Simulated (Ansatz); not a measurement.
# GeH4O (singlet): from Hartree-Fock to the top rungs at distance Ge1–O2 = 1.982 Å, cc-pVTZ

An exercise on one series of results from a longer session: the logs are not shown, and one member is left open.

Program: Ansatz 0.2.0, Gaussian basis. Level of theory: cc-pVTZ, core rule «outside noble gas», up to 15 orbitals frozen. These are calculated values, not measurements.

To be run: UHF; CCSD(T) on RHF; BCCD(T) on RHF; CCSDT(Q) on RHF.

## The geometry

The geometry derives from a PBE0/def2-TZVP stationary point (not a proven minimum). One bond is set to the value named and the two fragments are kept rigid. No spin-orbit coupling is included. The filled d shell of Ge may be among the frozen orbitals whatever the setting's name suggests.

6 atoms, charge 0, spin multiplicity 1.

Atoms are counted from 1 here; the program's logs count them from 0.

Bond lengths: Ge1–O2 1.982 Å, Ge1–H3 1.541 Å, Ge1–H4 1.531 Å, Ge1–H5 1.541 Å, O2–H6 0.959 Å. Angles: O2–Ge1–H3 109.9°, O2–Ge1–H4 104.3°, O2–Ge1–H5 109.9°, H3–Ge1–H4 111.4°, H3–Ge1–H5 109.7°, H4–Ge1–H5 111.4°, Ge1–O2–H6 112.7°.

The first run:

in.yaml

```yaml
crystal:
  periodic: [false, false, false]
  atoms:
    - {symbol: Ge, position_ang: [0.000000, -0.014072, 0.352050]}
    - {symbol: O, position_ang: [0.000000, 0.115982, -1.625678]}
    - {symbol: H, position_ang: [1.259685, -0.762538, 0.829473]}
    - {symbol: H, position_ang: [0.000000, 1.441287, 0.826924]}
    - {symbol: H, position_ang: [-1.259685, -0.762539, 0.829473]}
    - {symbol: H, position_ang: [0.000000, -0.743133, -2.052385]}
basis:
  gaussian: {orbitals: cc-pVTZ}
magnetization: {spin_polarized: true, initial_magnetization: 0}
hamiltonian: {xc: hf}
output: {orbitals: {seedname: orbitals}}
```

The run is started by

```sh
$ ansatz run in.yaml --threads 1 --pin off --events-out ev --progress --plain --max-ram 2816MiB --backend cpu
```

Among the steps run: UHF; CCSD(T) on RHF; BCCD(T) on RHF; CCSDT(Q) on RHF.

One table of the session follows, with a row left open; its other results are not shown here.

| method | from RCCSDT(Q) (kJ/mol) |
| --- | --- |
| RHF | +1093.9 |
| RMP2 | +95.1 |
| RCCSD | +38.3 |
| RCCSD(T) | ? |
| BCCD(T) | +3.2 |
| RCCSDT | +2.0 |
| RCCSDT(Q) | 0 |

**Question.** Estimate the row for RCCSD(T).

The run gave: from RCCSDT(Q) (kJ/mol): +3.4. In the column «from RCCSDT(Q) (kJ/mol)» it lies between BCCD(T) (+3.2) and RCCSD (+38.3).
